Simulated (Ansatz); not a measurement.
# Bi3C: the cost of one run

Method: DFT PBE, scalar-relativistic, plane waves, PAW, in Ansatz 0.2.0.

### Step 1. The system as given

It takes space group Fm-3m (No. 225, cubic). The conventional cell has a = 7.785 Å, b = 7.785 Å, c = 7.785 Å, α = 90.00°, β = 90.00°, γ = 90.00°. Bi (site symmetry -43m) is surrounded by 4 Bi at 3.37 Å and 4 C at 3.37 Å. Around Bi (site symmetry m-3m) lie 8 Bi at 3.37 Å. C (site symmetry m-3m) has 8 Bi at 3.37 Å as nearest neighbours.

Structure file:

```cif
data_structure
_symmetry_space_group_name_H-M 'P 1'
_symmetry_Int_Tables_number 1
_cell_length_a 5.5049
_cell_length_b 5.5049
_cell_length_c 5.5049
_cell_angle_alpha 60.000
_cell_angle_beta 60.000
_cell_angle_gamma 60.000
_cell_volume 117.96
loop_
_atom_site_label
_atom_site_type_symbol
_atom_site_fract_x
_atom_site_fract_y
_atom_site_fract_z
_atom_site_occupancy
Bi1 Bi 0.25000 0.25000 0.25000 1
Bi2 Bi 0.50000 0.50000 0.50000 1
Bi3 Bi 0.75000 0.75000 0.75000 1
C1 C 0.00000 0.00000 0.00000 1
```

A structure generator made this guess: species swapped into a database cell of Li3Au (Fm-3m, No. 225), with Bi on the Li sites and C on the Au sites. The dimensions are guesses.

### Step 2. A first look at the guess

File input.yaml:

```yaml
crystal:
  lattice:
    - [0.0, 3.89253375, 3.89253375]
    - [3.89253375, 0.0, 3.89253375]
    - [3.89253375, 3.89253375, 0.0]
  atoms:
    - { symbol: Bi, position: [0.25, 0.25, 0.25] }
    - { symbol: Bi, position: [0.5, 0.5, 0.5] }
    - { symbol: Bi, position: [0.75, 0.75, 0.75] }
    - { symbol: C, position: [0.0, 0.0, 0.0] }
basis:
  ecutwfc: 420
kpoints:
  mp_grid: { grid: [4, 4, 4] }
hamiltonian:
  xc: pbe
scf:
  occupations: { method: gaussian, width: 0.1 }
  lower_state_search: "off"
output:
  forces: true
  stress: true
  eigenvalues: true
```

Launch:

```console
$ ansatz run input.yaml --threads 1 --pin off --max-ram 2048MiB --backend cpu --events-out ev --progress --plain --runs-dir out
```

Q: Estimate wall time and peak memory on 1 thread of Arm Neoverse V2, shared host.

About 1.5 s, with a peak of 0.34 GiB.
